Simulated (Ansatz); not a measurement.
**C₂H₆AlFOSi: one species, many methods**

One table from this session's results is given with a row withheld; the runs are named, their logs left out.

Method: functionals in def2-TZVPP, the program's frozen cores in correlated methods; program: Ansatz 0.2.0, Gaussian basis.

Levels to be run: PBE-D4, r2SCAN-D4, PBE0-D4, B3LYP-D4, ωB97X-V, ωB97M-V, B2PLYP; CCSD(T)/def2-TZVPP; MP2/def2-QZVPP; extrapolation to the limit.

## The relaxed structure

An earlier PBE0-D4 in a triple-zeta def2 set relaxation fixed the geometry.

12 atoms, charge 0, spin multiplicity 1.

Atoms are counted from 1 here; the program's logs count them from 0.

Bond lengths: O1–C2 1.231 Å, O1–Al6 1.992 Å, C2–Si3 1.936 Å, C2–H7 1.104 Å, Si3–F4 1.601 Å, Si3–C5 1.806 Å, Si3–H8 1.484 Å, C5–Al6 2.026 Å, C5–H9 1.092 Å, C5–H10 1.095 Å, Al6–H11 1.593 Å, Al6–H12 1.590 Å. Angles: C2–O1–Al6 118.2°, O1–C2–Si3 116.3°, O1–C2–H7 116.0°, Si3–C2–H7 127.7°, C2–Si3–F4 105.2°, C2–Si3–C5 101.0°, C2–Si3–H8 105.0°, F4–Si3–C5 119.7°, F4–Si3–H8 107.8°, C5–Si3–H8 116.2°, Si3–C5–Al6 104.5°, Si3–C5–H9 112.4°, Si3–C5–H10 111.7°, Al6–C5–H9 112.7°, Al6–C5–H10 106.6°, H9–C5–H10 108.9°, O1–Al6–C5 93.9°, O1–Al6–H11 100.9° and more.

The first run:

Input file in.yaml:

```yaml
crystal:
  periodic: [false, false, false]
  atoms:
    - {symbol: O, position_ang: [0.506795, 0.216435, 1.659651]}
    - {symbol: C, position_ang: [-0.632688, 0.606631, 1.405795]}
    - {symbol: Si, position_ang: [-1.182505, 0.503338, -0.448018]}
    - {symbol: F, position_ang: [-2.724836, 0.075556, -0.405885]}
    - {symbol: C, position_ang: [0.046813, -0.642192, -1.109627]}
    - {symbol: Al, position_ang: [1.615003, -0.493336, 0.164111]}
    - {symbol: H, position_ang: [-1.211080, 0.999494, 2.259605]}
    - {symbol: H, position_ang: [-1.112427, 1.899511, -0.946935]}
    - {symbol: H, position_ang: [0.319096, -0.408979, -2.140850]}
    - {symbol: H, position_ang: [-0.299319, -1.679949, -1.060010]}
    - {symbol: H, position_ang: [2.595265, 0.735835, -0.095002]}
    - {symbol: H, position_ang: [2.156784, -1.867546, 0.751165]}
basis:
  gaussian: {orbitals: def2-TZVPP}
hamiltonian: {xc: pbe, dispersion: d4}
output: {forces: true, orbitals: {seedname: orbitals}}
```

Command:

```
ansatz run in.yaml --threads 4 --pin off --events-out ev --progress --plain --max-ram 10444MiB
```

Among the steps run: PBE-D4 (GGA); r2SCAN-D4 (meta-GGA); PBE0-D4 (hybrid); B3LYP-D4 (hybrid); ωB97X-V (range-separated); ωB97M-V (range-separated); B2PLYP (double hybrid); CCSD(T) in def2-TZVPP; MP2 in def2-QZVPP.

One table of the session follows, with a row left open; its other results are not shown here.

It belongs to the step «Atomisation energies». 

```
            method  atomisation energy (kcal/mol)
            PBE-D4                         1082.5
         r2SCAN-D4                         1072.6
           PBE0-D4                         1063.1
          B3LYP-D4                         1064.3
           ωB97X-V                         1073.4
           ωB97M-V                              ?
            B2PLYP                         1055.2
     HF/def2-TZVPP                          785.5
    MP2/def2-TZVPP                         1063.0
   CCSD/def2-TZVPP                         1025.4
CCSD(T)/def2-TZVPP                         1041.9
           MP2/CBS                         1092.0
       CCSD(T)/CBS                         1070.9
```

Q: Estimate the row for ωB97M-V from the others.

As computed: atomisation energy (kcal/mol): 1072.4. In the column «atomisation energy (kcal/mol)» it lies between CCSD(T)/CBS (1070.9) and r2SCAN-D4 (1072.6).

To keep in mind: Free atoms (1 O, 2 C, 1 Si, 1 F, 1 Al, 6 H) were run apart at each level; the atomisation energy is their sum less the molecule, without zero-point or spin-orbit terms.
